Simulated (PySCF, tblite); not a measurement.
# C₃H₁₂NPSeSi₂: geometry, infrared bands and NMR shifts

Aim: predict the infrared bands and NMR shifts of C₃H₁₂NPSeSi₂ (`[SiH3]N([SiH3])P1(=[Se])CCC1`).

The runs use tblite 0.8.0 and PySCF 2.14.0, with density-fitted response routines of our own; the level of theory stands in each step. All values are computed, except where a source is named. Atoms are numbered from 0 throughout.

## (1) The starting structure

20 atoms, charge 0, multiplicity 1; geometry from: force field or distance geometry start.

Bonds of the start (Å): Si0–N1 1.79, N1–Si2 1.80, N1–P3 1.74, P3–Se4 2.10, P3–C5 1.82, C5–C6 1.53, C6–C7 1.52, C7–P3 1.82, Si0–H8 1.48, Si0–H9 1.49, Si0–H10 1.47, Si2–H11 1.48, Si2–H12 1.47, Si2–H13 1.46, C5–H14 1.11, C5–H15 1.08, C6–H16 1.09, C6–H17 1.11, C7–H18 1.10, C7–H19 1.10.

## (2) Geometry optimisation with GFN2-xTB

Job settings and geometry (Å):

```
{"job": {"kind": "relax", "xc": "GFN2-xTB", "basis": "xTB"}, "charge": 0, "multiplicity": 1}
Si    -1.914600     1.678000     0.203900
N     -1.183700     0.196500    -0.480000
Si    -2.280300    -1.212700    -0.264400
P      0.333000    -0.027100     0.341900
Se     0.625400     0.543600     2.342400
C      1.765700     0.771200    -0.436600
C      2.575200    -0.380700     0.150700
C      1.460900    -1.265600    -0.382000
H     -2.827200     2.275500    -0.798100
H     -2.731700     1.365900     1.413300
H     -0.900700     2.670400     0.599700
H     -3.173400    -1.205600    -1.441700
H     -1.427400    -2.406800    -0.214300
H     -3.124100    -1.093600     0.917200
H      1.972800     1.764000     0.010900
H      1.805500     0.694200    -1.517900
H      3.556800    -0.534500    -0.307900
H      2.550600    -0.323500     1.263100
H      1.521700    -1.235000    -1.484600
H      1.390500    -2.263400     0.081100
```

Launch:

```
$ OMP_NUM_THREADS=1 python probes_run.py task.json out
```

The driver reads the jobs from task.json and runs them one after another.

**Question.** This job is followed by: GFN2-xTB harmonic vibrations, gas phase; GIAO PBE0/pcSseg-1 NMR shielding, non-relativistic, gas phase. Predict these results of the whole session: strongest single infrared mode (GFN2-xTB); zero-point energy (GFN2-xTB); ¹³C shifts against TMS (PBE0/pcSseg-1, means over atoms taken as alike); ¹H shifts against TMS (PBE0/pcSseg-1, means over atoms taken as alike); ²⁹Si shifts against TMS (PBE0/pcSseg-1, means over atoms taken as alike); ¹⁵N shifts against NH3 (PBE0/pcSseg-1); ³¹P shifts against H3PO4 (PBE0/pcSseg-1); ⁷⁷Se shifts against Me2Se (PBE0/pcSseg-1); surface potential, 1st and 99th percentile.

The runs gave:

| quantity | value |
| --- | --- |
| strongest single infrared mode (GFN2-xTB) | 795 cm⁻¹, 662 km/mol |
| zero-point energy (GFN2-xTB) | 86.7 kcal/mol |
| ¹³C shifts against TMS (PBE0/pcSseg-1, means over atoms taken as alike) | 49.5, 15.3 ppm |
| ¹H shifts against TMS (PBE0/pcSseg-1, means over atoms taken as alike) | 4.57, 3.03, 2.60, 2.46, 2.10 ppm |
| ²⁹Si shifts against TMS (PBE0/pcSseg-1, means over atoms taken as alike) | -58.3 ppm |
| ¹⁵N shifts against NH3 (PBE0/pcSseg-1) | 64.4 ppm |
| ³¹P shifts against H3PO4 (PBE0/pcSseg-1) | 83.9 ppm |
| ⁷⁷Se shifts against Me2Se (PBE0/pcSseg-1) | -184 ppm |
| surface potential, 1st and 99th percentile | -1.25 V and 1.53 V |

The optimisation took 99 steps and gained 1.647 eV; among the close pairs (by a distance rule), N1–P3 changed most, from 1.740 to 1.676 Å. All 54 modes are real, so the xTB geometry is a minimum. The strongest single mode, at 795 cm⁻¹, is spread over several atoms, H12, H10, H13, H9 among them. Unscaled tight-binding wavenumbers are off by several per cent, some by more. Its intensities can rank the bands wrongly. At PBE0/pcSseg-1: The largest span, 236 ppm, is at P3, where the paramagnetic term is -730 ppm. Spin-orbit coupling is left out, which matters for shieldings and couplings at and beside the heavy atoms.
